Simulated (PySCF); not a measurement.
# A diatomic session: SrB+

What are the lowest state that PBE0 finds, the bond length, vibrational wavenumber and bond energy of SrB+, and how much do these hang on the method?

Method: Sr def2-SVP with ECP28, B def2-SVP, scalar-relativistic core potentials; program: PySCF 2.14.0.

## (1) Input

The job is set up so:

```
atoms                         : Sr, B
charge                        : 1
basis                         : Sr def2-SVP with ECP28, B def2-SVP
Hamiltonian                   : scalar-relativistic core potentials
basis functions               : 37
electrons treated             : 14
masses in u                   : 87.9056, 11.0093
levels                        : PBE0, PBE, r²SCAN, M06-2X, MN15, PW91, LC-ωPBE, HF, MP2, SCS-MP2, CCSD, CCSD(T)
grid                          : 80 radial by 434 angular points
occupations                   : held fixed by the projection of orbital angular momentum
dissociation limit            : Sr+ + B, each in its ground configuration
starting distance in angstrom : 2.625
values of 2S to try           : 0, 2
```

Launch:

```sh
$ OMP_NUM_THREADS=1 python dia.py task.json out
```

Further steps of the session: PBE0 along the bond; Other states along the same grid; PBE (GGA); r²SCAN (meta-GGA); M06-2X; MN15; PW91; LC-ωPBE (range-separated hybrid); UHF; MP2 and coupled cluster.

Before running it: what results should come out? Wanted: for each run, Re; ωe; De; μ.

**Answer**, as computed:

Lowest PBE0 solution found, without spin–orbit coupling: ³Π (triplet), unpaired electrons σ ↑, π ↑. State 2 has its PBE0 minimum 0.26 eV higher. State 3 has its PBE0 minimum 0.28 eV higher, as a spin-mixed determinant (⟨S²⟩ = 1.01), so this is no gap between pure states. The other levels ran on the lowest alone.

| level | Re (Å) | ωe (cm⁻¹) | De (eV) | μ (D) |
| --- | --- | --- | --- | --- |
| UHF | 2.665 | 397 | 0.372 | -7.16 |
| UHF-MP2 | 2.634 | 385 | 0.58 | n/a |
| UHF-SCS-MP2 | 2.631 | 392 | 0.459 | n/a |
| UHF-CCSD | 2.660 | 350 | 0.52 | n/a |
| UHF-CCSD(T) | 2.670 | 343 | 0.57 | n/a |
| PBE | 2.643 | 369 | 1.34 | -4.04 |
| PW91 | 2.637 | 374 | 1.38 | -4.06 |
| r²SCAN | 2.629 | 388 | 1.37 | -4.83 |
| PBE0 | 2.619 | 391 | 1.19 | -4.97 |
| MN15 | 2.626 | 369 | 1.09 | -4.94 |
| M06-2X | 2.604 | 407 | 0.98 | -5.43 |
| LC-ωPBE | 2.588 | 428 | 1.11 | -6.46 |

De is counted to Sr+ + B in their ground configurations. A positive dipole points from Sr to B; in an ion it is taken about the centre of mass and does not tell which atom is negative.

In words: The methods spread over 0.082 Å in bond length, from LC-ωPBE to UHF-CCSD(T). CCSD(T) can't serve as the judge here: for a weak bond in this basis it is far from its limit. Among the levels with a De in the table, it runs from 0.372 eV (UHF) to 1.38 eV (PW91).

Correlated steps freeze 1 core orbital. Spin–orbit coupling is left out.
